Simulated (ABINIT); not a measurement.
# Ta3AsAu2O13 (P1) in ABINIT: further runs

The runs below take Ta3AsAu2O13 through single point, with LDA, PBEsol, PBE.

All numbers are computed with ABINIT 10.8.3 (patched build); they aren't measurements. Logs are shortened: lines on timing, memory, paths and dates and some standing lists are left out, and cuts for length are marked. The log counts tension as positive stress, the text compression.

### Step 1. Starting point

The typed cell holds 19 atoms: a = 5.724 Å, b = 6.389 Å, c = 8.473 Å, α = 80.92°, β = 88.19°, γ = 78.31°.

The cell was built by a generator and needn't be a form met in nature.

### Step 2. Single point, LDA

Input file run.abi:

```
# Pseudopotentials
pp_dirpath "./"
pseudos "Ta.GGA_PBE-ansatz_soft_1.xml, As.GGA_PBE-ansatz_soft_1.xml, Au.GGA_PBE-ansatz_soft_1.xml, O.GGA_PBE-ansatz_soft_1.xml"

# Structure
acell 5.7238562671 6.3892247696 8.4725251694 Angstrom
rprim
     0.9999989051    -0.0013015701    -0.0007040708
     0.2039042367     0.9789904449     0.0008780408
     0.0325451969     0.1535244775     0.9876087510
ntypat 4
znucl 73 33 79 8
natom 19
typat 1 1 1 2 3 3 4 4 4 4 4 4 4 4 4 4 4 4 4
xred
     0.2171300000     0.3052100000     0.5843100000
     0.0332500000     0.1112300000     0.9985500000
     0.5824800000     0.6214500000     0.5048200000
     0.5870700000     0.8969100000     0.8304900000
     0.5800400000     0.0922800000     0.1861300000
     0.0448500000     0.8207700000     0.4468200000
     0.6620100000     0.6972600000     0.7108800000
     0.5163200000     0.1341800000     0.6962500000
     0.8509800000     0.8877300000     0.9193200000
     0.3446600000     0.8700300000     0.9465100000
     0.7301500000     0.2924000000     0.0309500000
     0.2462200000     0.2180900000     0.1107500000
     0.1290000000     0.0939800000     0.4910400000
     0.4803200000     0.3888700000     0.4349900000
     0.0596600000     0.2668500000     0.7859400000
     0.9333000000     0.5324000000     0.4564500000
     0.4997500000     0.8516100000     0.3497100000
     0.2525600000     0.6298800000     0.6247300000
     0.9187800000     0.9517500000     0.2263600000
chkprim 0
chksymtnons 0
tolsym 1.0e-6

# Plane-wave basis
ecut 18.0
pawecutdg 36.0
pawovlp -1

# k points
kptopt 1
ngkpt 2 2 2
nshiftk 1
shiftk 0.0 0.0 0.0

# Exchange and correlation
ixc 7

# Bands and occupations
nband 102
occopt 3
tsmear 0.05 eV

# SCF cycle
nstep 100
tolvrs 1.0e-9

# Output
iomode 3
prtwf 0
prtden 0
prteig 0
prtebands 0
enunit 1
```

Potentials or basis: Ansatz PAW PBE generated set soft_1, frozen core.

On the command line:

```bash
mpirun --bind-to none -np 4 abinit run.abi > log 2>&1
```

run.abo:

```text
[... set-up lines left out ...]
 ETOT  1  -771.58189674789    -7.716E+02 5.257E+00 2.859E+02
 ETOT  2  -778.83884172446    -7.257E+00 1.466E-01 2.815E+02
 ETOT  3  -777.93741243516     9.014E-01 4.344E-02 3.697E+01
 ETOT  4  -777.86329098025     7.412E-02 2.285E-02 1.332E+01
 ETOT  5  -777.81875771997     4.453E-02 1.322E-02 1.487E+00
 ETOT  6  -777.81908906327    -3.313E-04 6.735E-03 4.769E-01
 ETOT  7  -777.81795127232     1.138E-03 4.455E-03 4.996E-02
 ETOT  8  -777.81793900203     1.227E-05 1.983E-03 2.301E-02
 ETOT  9  -777.81790939719     2.960E-05 1.947E-03 4.589E-03
 ETOT 10  -777.81790394593     5.451E-06 1.758E-03 9.283E-04
 ETOT 11  -777.81790393509     1.084E-08 1.895E-03 3.572E-04
 ETOT 12  -777.81790431806    -3.830E-07 1.268E-03 8.859E-05
 ETOT 13  -777.81790471861    -4.005E-07 1.222E-03 1.769E-05
 ETOT 14  -777.81790484610    -1.275E-07 7.152E-04 4.804E-06
 ETOT 15  -777.81790489478    -4.868E-08 6.551E-04 1.240E-06
 ETOT 16  -777.81790490707    -1.228E-08 6.245E-04 4.455E-07
 ETOT 17  -777.81790491428    -7.216E-09 4.954E-04 1.054E-07
 ETOT 18  -777.81790491477    -4.889E-10 5.169E-04 4.442E-08
 ETOT 19  -777.81790491480    -3.035E-11 3.833E-04 2.271E-08
 ETOT 20  -777.81790491492    -1.210E-10 3.955E-04 7.193E-09
 ETOT 21  -777.81790491492     7.390E-12 2.742E-04 2.294E-09
 ETOT 22  -777.81790491491     7.958E-12 2.836E-04 8.074E-10

 At SCF step   22       nres2   =  8.07E-10 < tolvrs=  1.00E-09 =>converged.

 Cartesian components of stress tensor (hartree/bohr^3)
  sigma(1 1)=  3.18730284E-04  sigma(3 2)= -2.42632142E-05
  sigma(2 2)=  2.72094679E-04  sigma(3 1)=  5.13503405E-06
  sigma(3 3)=  2.77080356E-04  sigma(2 1)=  8.34280694E-06

--- !ResultsGS
iteration_state: {dtset: 1, }
comment   : Summary of ground state results
lattice_vectors:
- [ 10.8165089,  -0.0140785,  -0.0076156, ]
- [  2.4619163,  11.8202180,   0.0106014, ]
- [  0.5210731,   2.4580424,  15.8123589, ]
lattice_lengths: [  10.81652,   12.07388,   16.01075, ]
lattice_angles: [ 80.921,  88.186,  78.309, ] # degrees, (23, 13, 12)
lattice_volume:   2.0219323E+03
convergence: {deltae:  7.958E-12, res2:  8.074E-10, residm:  2.836E-04, diffor: null, }
etotal    :  -7.77817905E+02
entropy   :   0.00000000E+00
fermie    :   4.98691653E-02
cartesian_stress_tensor: # hartree/bohr^3
- [  3.18730284E-04,   8.34280694E-06,   5.13503405E-06, ]
- [  8.34280694E-06,   2.72094679E-04,  -2.42632142E-05, ]
- [  5.13503405E-06,  -2.42632142E-05,   2.77080356E-04, ]
pressure_GPa:  -8.5116E+00
xred      :
- [  2.1713E-01,   3.0521E-01,   5.8431E-01, Ta]
- [  3.3250E-02,   1.1123E-01,   9.9855E-01, Ta]
- [  5.8248E-01,   6.2145E-01,   5.0482E-01, Ta]
- [  5.8707E-01,   8.9691E-01,   8.3049E-01, As]
- [  5.8004E-01,   9.2280E-02,   1.8613E-01, Au]
- [  4.4850E-02,   8.2077E-01,   4.4682E-01, Au]
- [  6.6201E-01,   6.9726E-01,   7.1088E-01,  O]
- [  5.1632E-01,   1.3418E-01,   6.9625E-01,  O]
- [  8.5098E-01,   8.8773E-01,   9.1932E-01,  O]
- [  3.4466E-01,   8.7003E-01,   9.4651E-01,  O]
- [  7.3015E-01,   2.9240E-01,   3.0950E-02,  O]
- [  2.4622E-01,   2.1809E-01,   1.1075E-01,  O]
- [  1.2900E-01,   9.3980E-02,   4.9104E-01,  O]
- [  4.8032E-01,   3.8887E-01,   4.3499E-01,  O]
- [  5.9660E-02,   2.6685E-01,   7.8594E-01,  O]
- [  9.3330E-01,   5.3240E-01,   4.5645E-01,  O]
- [  4.9975E-01,   8.5161E-01,   3.4971E-01,  O]
- [  2.5256E-01,   6.2988E-01,   6.2473E-01,  O]
- [  9.1878E-01,   9.5175E-01,   2.2636E-01,  O]
cartesian_forces: # hartree/bohr
- [  1.16675648E-03,  -1.16790890E-03,  -1.33077027E-04, ]
- [ -1.75694762E-03,   1.78177468E-03,  -9.58614373E-05, ]
- [ -1.62820039E-03,   1.86651046E-03,  -1.38134214E-03, ]
- [  6.28463595E-04,   1.15372071E-03,  -2.63239408E-04, ]
- [  2.24994455E-03,  -2.46578858E-03,  -1.86809604E-03, ]
- [  3.93743983E-03,  -2.24842725E-03,   2.01202471E-04, ]
[... 11 lines left out ...]
- [  9.77709721E-05,  -2.59711890E-03,  -1.32921650E-02, ]
- [ -4.80284631E-03,   4.88520381E-03,   1.71826394E-03, ]
force_length_stats: {min:   1.33990035E-03, max:   1.66587086E-02, mean:   7.58049151E-03, }
...

 Integrated electronic density in atomic spheres:
 ------------------------------------------------
 Atom  Sphere_radius  Integrated_density
    1        2.63806         11.87606431
    2        2.63806         11.78113044
    3        2.63806         12.04418049
    4        2.63806         16.43921346
[... 65 lines left out ...]
    3      4.28284606011222     4.53946362591514     4.22524048306725
    4      4.75778531070397     6.68604097146194     6.95182406789429
    5      3.49160690138316     0.81499591522784     1.55563034983552
    6      1.44921176734269     5.71477065627540     3.74320799718438
[... 11 lines left out ...]
   18      2.43847997117910     4.75062282903904     5.22996907443166
   19      6.56130579168027     6.24077732744934     1.89571298855374

 cartesian forces (hartree/bohr) at end:
    1      0.00116675647808    -0.00116790889695    -0.00013307702664
    2     -0.00175694761777     0.00178177468454    -0.00009586143734
    3     -0.00162820038838     0.00186651046188    -0.00138134214350
    4      0.00062846359521     0.00115372070791    -0.00026323940781
    5      0.00224994455446    -0.00246578857573    -0.00186809603618
    6      0.00393743983106    -0.00224842724771     0.00020120247053
[... 11 lines left out ...]
   18      0.00009777097208    -0.00259711890000    -0.01329216503185
   19     -0.00480284631466     0.00488520381185     0.00171826394460
 frms,max,avg= 5.0932245E-03 1.5413650E-02   7.072E-05 -3.067E-05 -3.618E-05 h/b

 cartesian forces (eV/Angstrom) at end:
    1      0.05999703038490    -0.06005629014599    -0.00684309584787
    2     -0.09034587901436     0.09162253811820    -0.00492939330237
    3     -0.08372543029299     0.09597982698103    -0.07103146895895
    4      0.03231689742109     0.05932670413115    -0.01353631460026
    5      0.11569680077609    -0.12679594660945    -0.09606136048990
    6      0.20247129681419    -0.11561877772566     0.01034624702304
[... 11 lines left out ...]
   18      0.00502758552707    -0.13354922341020    -0.68351060763754
   19     -0.24697228743844     0.25120728021872     0.08835668456137
 frms,max,avg= 2.6190413E-01 7.9260176E-01   3.637E-03 -1.577E-03 -1.860E-03 e/A
 length scales= 10.816520728880 12.073884971410 16.010752165026 bohr
              =  5.723856267100  6.389224769600  8.472525169400 angstroms
 Fermi (or HOMO) energy (eV) =   1.35701   Average Vxc (eV)=  -9.76036
 Eigenvalues (   eV  ) for nkpt=   8  k points:
 kpt#   1, nband=102, wtk=  0.12500, kpt=  0.0000  0.0000  0.0000 (reduced coord)
-105.18377 -104.78377  -67.19338  -67.13973  -66.83750  -56.65976  -56.60744  -56.30050
 -56.24433  -55.84189  -55.36114  -35.70238  -35.67732  -35.64903  -35.59662  -35.57660
 -34.02203  -33.90723  -33.77803  -33.72043  -33.69018  -33.65271  -33.46703  -33.38456
 -33.35243  -18.77927  -17.41872  -16.95071  -16.78196  -16.54734  -16.45772  -16.34933
 -16.25817  -16.05892  -15.92787  -15.61667  -15.54508  -15.41692   -8.38773   -6.18272
  -5.96679   -5.69390   -5.47302   -5.31559   -5.18604   -4.93821   -4.70572   -4.64172
  -4.29383   -4.11083   -3.95630   -3.70518   -3.65683   -3.40713   -3.31190   -3.18574
  -3.02900   -2.92876   -2.82618   -2.67971   -2.56566   -2.32325   -2.24551   -2.06925
  -1.95196   -1.68929   -1.64260   -1.52794   -1.37745   -1.24822   -1.13138   -1.03725
  -0.91141   -0.76310   -0.68294   -0.56147   -0.42107   -0.37225   -0.28021   -0.20216
  -0.09653   -0.02247    0.20089    0.49937    0.66317    2.14748    3.00733    3.61757
   4.12667    4.36082    4.75087    4.78048    4.86294    5.27956    5.34848    5.74057
   6.02334    6.52186    6.62774    7.17004    7.36788    7.96597
 prteigrs : prtvol=0 or 1, do not print more k-points.

--- !EnergyTerms
iteration_state     : {dtset: 1, }
comment             : Components of total free energy in Hartree
kinetic             :  1.67598268924306E+02
hartree             :  3.04324910715293E+02
xc                  : -8.62127517572411E+01
Ewald energy        : -4.06733328477496E+02
psp_core            :  2.78550174033070E+01
local_psp           : -7.51623180763763E+02
PAW spherical_terms : -3.30268258095743E+01
internal            : -7.77817889765168E+02
'-kT*entropy'       : -1.78107285651549E-07
total_energy        : -7.77817889943275E+02
total_energy_eV     : -2.11655030322804E+04
...

--- !EnergyTermsDC
iteration_state     : {dtset: 1, }
comment             : '"Double-counting" decomposition of free energy'
band_energy         : -1.15024867554081E+02
Ewald energy        : -4.06733328477496E+02
psp_core            :  2.78550174033070E+01
xc_dc               : -3.00663622365560E+02
PAW spherical_terms :  1.67488962570286E+01
internal            : -7.77817904736802E+02
'-kT*entropy'       : -1.78107285651549E-07
total_energy_dc     : -7.77817904914909E+02
total_energy_dc_eV  : -2.11655034396793E+04
...

--- !EnergyTermsWithPAWCore
iteration_state     : {dtset: 1, }
comment             : 'Components of total free energy, including PAW core contributions'
Total energy        : -7.94096128419031E+04
Total energy DC     : -7.94096128568747E+04
Total energy (eV)   : -2.16084564668484E+06
Total energy DC (eV): -2.16084564709224E+06
...

 Cartesian components of stress tensor (hartree/bohr^3)
  sigma(1 1)=  3.18730284E-04  sigma(3 2)= -2.42632142E-05
  sigma(2 2)=  2.72094679E-04  sigma(3 1)=  5.13503405E-06
  sigma(3 3)=  2.77080356E-04  sigma(2 1)=  8.34280694E-06

-Cartesian components of stress tensor (GPa)         [Pressure= -8.5116E+00 GPa]
- sigma(1 1)=  9.37736870E+00  sigma(3 2)= -7.13848406E-01
- sigma(2 2)=  8.00530183E+00  sigma(3 1)=  1.51077918E-01
- sigma(3 3)=  8.15198551E+00  sigma(2 1)=  2.45453855E-01

== END DATASET(S) ==============================================================
================================================================================

 -outvars: echo values of variables after computation  --------
            acell      1.0816520729E+01  1.2073884971E+01  1.6010752165E+01 Bohr
           etotal     -7.7781790491E+02
            fcart      1.1667564781E-03 -1.1679088970E-03 -1.3307702664E-04
                      -1.7569476178E-03  1.7817746845E-03 -9.5861437335E-05
                      -1.6282003884E-03  1.8665104619E-03 -1.3813421435E-03
                       6.2846359521E-04  1.1537207079E-03 -2.6323940781E-04
                       2.2499445545E-03 -2.4657885757E-03 -1.8680960362E-03
                       3.9374398311E-03 -2.2484272477E-03  2.0120247053E-04
                      -4.3148605830E-03  5.8942740991E-03 -3.5006652922E-03
[... 10 lines left out ...]
                       9.7770972083E-05 -2.5971189000E-03 -1.3292165032E-02
                      -4.8028463147E-03  4.8852038118E-03  1.7182639446E-03
            rprim      9.9999890510E-01 -1.3015701000E-03 -7.0407080000E-04
                       2.0390423670E-01  9.7899044490E-01  8.7804080000E-04
                       3.2545196900E-02  1.5352447750E-01  9.8760875100E-01
           strten      3.1873028369E-04  2.7209467864E-04  2.7708035577E-04
                      -2.4263214170E-05  5.1350340502E-06  8.3428069447E-06
           xangst      1.8015617257E+00  2.6675032685E+00  4.8900744918E+00
                       6.1056752105E-01  1.9943487519E+00  8.3558970702E+00
                       4.2828460601E+00  4.5394636259E+00  4.2252404831E+00
                       4.7577853107E+00  6.6860409715E+00  6.9518240679E+00
                       3.4916069014E+00  8.1499591523E-01  1.5556303498E+00
                       1.4492117673E+00  5.7147706563E+00  3.7432079972E+00
                       4.8936473449E+00  5.2810924036E+00  5.9495605637E+00
[... 10 lines left out ...]
                       2.4384799712E+00  4.7506228290E+00  5.2299690744E+00
                       6.5613057917E+00  6.2407773274E+00  1.8957129886E+00
             xred      2.1713000000E-01  3.0521000000E-01  5.8431000000E-01
                       3.3250000000E-02  1.1123000000E-01  9.9855000000E-01
                       5.8248000000E-01  6.2145000000E-01  5.0482000000E-01
                       5.8707000000E-01  8.9691000000E-01  8.3049000000E-01
                       5.8004000000E-01  9.2280000000E-02  1.8613000000E-01
                       4.4850000000E-02  8.2077000000E-01  4.4682000000E-01
                       6.6201000000E-01  6.9726000000E-01  7.1088000000E-01
[... 10 lines left out ...]
                       2.5256000000E-01  6.2988000000E-01  6.2473000000E-01
                       9.1878000000E-01  9.5175000000E-01  2.2636000000E-01
 Calculation completed.
```

Run time: 5.5 min. Hardware: 4 MPI ranks of AMD EPYC, shared host; peak memory 1 GiB.

Results:

| Property | Result |
| --- | --- |
| Free energy | -21165.5034 eV |
| Pressure | -8.5 GPa |
| Largest force | 0.857 eV/Å |
| Band gap on the k mesh | 1.21 eV, indirect (least direct gap 1.28 eV) |

Forces in eV/Å, atoms in the order of the input:
```
Ta   0.060 -0.060 -0.007
Ta  -0.090  0.092 -0.005
Ta  -0.084  0.096 -0.071
As   0.032  0.059 -0.014
Au   0.116 -0.127 -0.096
Au   0.202 -0.116  0.010
O   -0.222  0.303 -0.180
O   -0.402 -0.198  0.110
O   -0.375  0.394 -0.144
O    0.338  0.424 -0.332
O    0.139 -0.793  0.294
O    0.091 -0.626 -0.116
O    0.085 -0.067  0.130
O   -0.107  0.365  0.527
O    0.209 -0.256  0.029
O    0.042  0.388  0.358
O    0.207  0.004  0.102
O    0.005 -0.134 -0.684
O   -0.247  0.251  0.088
```

Caveat: the k mesh is coarse (spacing up to 0.56 Å⁻¹), so the values aren't converged; the atomic spheres overlap; the PAW data sets were made with another functional, which shifts forces and pressure a little; spin-orbit coupling is left out, which moves the levels of the heavy elements.

### Step 3. Single point, PBEsol

Edit run.abi of step 2 so:

```diff
@@ -41,2 +41,3 @@
 pawecutdg 36.0
+pawxcdev 0
 pawovlp -1
@@ -50,3 +51,3 @@
 # Exchange and correlation
-ixc 7
+ixc -116133
```

Potentials or basis: Ansatz PAW PBE generated set soft_1, frozen core.

On the command line:

```bash
mpirun --bind-to none -np 4 abinit run.abi > log 2>&1
```

Wall time 4.3 min (4 MPI ranks of Arm Neoverse V2, shared host); peak memory 1.4 GiB.

The run converged. Its results:

| Quantity | Value |
| --- | --- |
| Free energy | -21110.9868 eV |
| Pressure | -4.6 GPa |
| Largest force | 0.464 eV/Å |
| Band gap on the k mesh | 1.25 eV, indirect (least direct gap 1.32 eV) |

Forces on the atoms (eV/Å):
```
Ta   0.066 -0.022 -0.007
Ta  -0.063  0.039  0.005
Ta  -0.068  0.088 -0.020
As  -0.019  0.100  0.002
Au   0.107 -0.096 -0.086
Au   0.134 -0.119  0.023
O   -0.114  0.134 -0.099
O   -0.212 -0.072  0.033
O   -0.193  0.189 -0.071
O    0.182  0.200 -0.161
O    0.072 -0.427  0.168
O    0.052 -0.329 -0.060
O    0.040 -0.039  0.062
O   -0.061  0.190  0.274
O    0.105 -0.129  0.032
O    0.019  0.210  0.173
O    0.111  0.007  0.036
O   -0.013 -0.061 -0.355
O   -0.146  0.136  0.048
```

Stress tensor (GPa, compression positive):
```
-5.16 -0.16 -0.08
-0.16 -4.23  0.44
-0.08  0.44 -4.33
```

Levels at points of the mesh, in eV from the valence-band top:
```csv
k point,band 81,band 82,band 83,band 84,band 85,band 86,band 87,band 88,band 89,band 90
"(0.00, 0.00, 0.00)",-0.84,-0.77,-0.54,-0.24,-0.08,1.44,2.32,2.95,3.45,3.68
"(0.50, 0.00, 0.00)",-0.77,-0.65,-0.57,-0.26,0.00,1.49,2.06,3.26,3.67,3.84
"(0.00, 0.50, 0.00)",-0.85,-0.83,-0.55,-0.32,-0.07,1.25,2.31,3.12,3.43,3.67
"(0.50, 0.50, 0.00)",-0.85,-0.74,-0.64,-0.25,-0.05,1.28,2.13,3.24,3.86,3.97
"(0.00, 0.00, 0.50)",-0.80,-0.74,-0.55,-0.30,-0.07,1.42,2.36,3.03,3.38,3.57
"(0.50, 0.00, 0.50)",-0.76,-0.63,-0.54,-0.28,-0.05,1.40,2.16,3.30,3.41,3.77
"(0.00, 0.50, 0.50)",-0.91,-0.78,-0.58,-0.35,-0.08,1.30,2.30,3.12,3.50,3.70
"(0.50, 0.50, 0.50)",-0.92,-0.75,-0.62,-0.29,-0.06,1.33,2.11,3.20,3.78,3.90
```

Caveat: the k mesh is coarse (spacing up to 0.56 Å⁻¹), so the values aren't converged; the atomic spheres overlap; the PAW data sets were made with another functional, which shifts forces and pressure a little; spin-orbit coupling is left out, which moves the levels of the heavy elements.

### Step 4. Single point, PBE

Edit run.abi of step 3 so:

```diff
@@ -51,3 +51,3 @@
 # Exchange and correlation
-ixc -116133
+ixc 11
```

On the command line:

```bash
mpirun --bind-to none -np 4 abinit run.abi > log 2>&1
```

Wall time 3.6 min (4 MPI ranks of Arm Neoverse V1, shared host); peak memory 1.4 GiB.

It converged, with:

```
Free energy            : -21122.6303 eV
Pressure               : -0.1 GPa
Largest force          : 0.077 eV/Å
Band gap on the k mesh : 1.28 eV, indirect (least direct gap 1.35 eV)
```

Forces in eV/Å, atoms in the order of the input:
```
Ta   0.007  0.017 -0.017
Ta  -0.013  0.011  0.003
Ta   0.014  0.003  0.010
As  -0.001  0.001  0.036
Au   0.028  0.031  0.007
Au   0.038 -0.048  0.008
O   -0.011  0.018  0.004
O   -0.017 -0.004  0.009
O   -0.070  0.009 -0.032
O    0.065  0.005 -0.025
O    0.015 -0.019 -0.004
O   -0.011 -0.017 -0.006
O    0.006  0.011 -0.005
O   -0.013  0.001  0.015
O   -0.004 -0.008  0.019
O   -0.036  0.001  0.013
O   -0.003 -0.008  0.001
O    0.004 -0.020 -0.016
O    0.002  0.015 -0.021
```

Levels at points of the mesh, in eV from the valence-band top:
```csv
k point,band 81,band 82,band 83,band 84,band 85,band 86,band 87,band 88,band 89,band 90
"(0.00, 0.00, 0.00)",-0.83,-0.77,-0.53,-0.24,-0.08,1.48,2.36,3.00,3.50,3.73
"(0.50, 0.00, 0.00)",-0.77,-0.64,-0.57,-0.26,0.00,1.53,2.11,3.32,3.72,3.89
"(0.00, 0.50, 0.00)",-0.85,-0.82,-0.54,-0.32,-0.06,1.28,2.35,3.17,3.49,3.72
"(0.50, 0.50, 0.00)",-0.84,-0.73,-0.63,-0.25,-0.05,1.31,2.17,3.30,3.91,4.02
"(0.00, 0.00, 0.50)",-0.80,-0.73,-0.54,-0.30,-0.06,1.46,2.41,3.08,3.44,3.63
"(0.50, 0.00, 0.50)",-0.75,-0.62,-0.54,-0.28,-0.05,1.44,2.20,3.36,3.47,3.83
"(0.00, 0.50, 0.50)",-0.91,-0.78,-0.57,-0.34,-0.07,1.34,2.35,3.17,3.55,3.75
"(0.50, 0.50, 0.50)",-0.92,-0.74,-0.62,-0.28,-0.06,1.36,2.16,3.26,3.83,3.96
```

Caveat: the k mesh is coarse (spacing up to 0.56 Å⁻¹), so the values aren't converged; the atomic spheres overlap; spin-orbit coupling is left out, which moves the levels of the heavy elements. PBE gaps usually lie below the measured ones, often by a third to a half.

### Step 5. Summary

```tsv
level	gap on the mesh (eV)	pressure (GPa)	largest force (eV/Å)
LDA	1.21	-8.5	0.86
PBEsol	1.25	-4.6	0.46
PBE	1.28	-0.1	0.08
```

Alike in all rows: task single point; potentials or basis Ansatz PAW PBE generated set soft_1, frozen core; no spin polarisation; cell as given; k mesh 2 × 2 × 2; cutoff (eV) 490; smearing fermi-dirac 0.05 eV; the mesh is coarse, so values aren't converged.

Caveats: all runs use coarse meshes; the atomic spheres overlap; spin-orbit coupling is left out, which moves the levels of the heavy elements; the PAW data sets were made with another functional, which shifts forces and pressure a little (some runs).

Absolute energies hang on the potentials; compare differences alone.
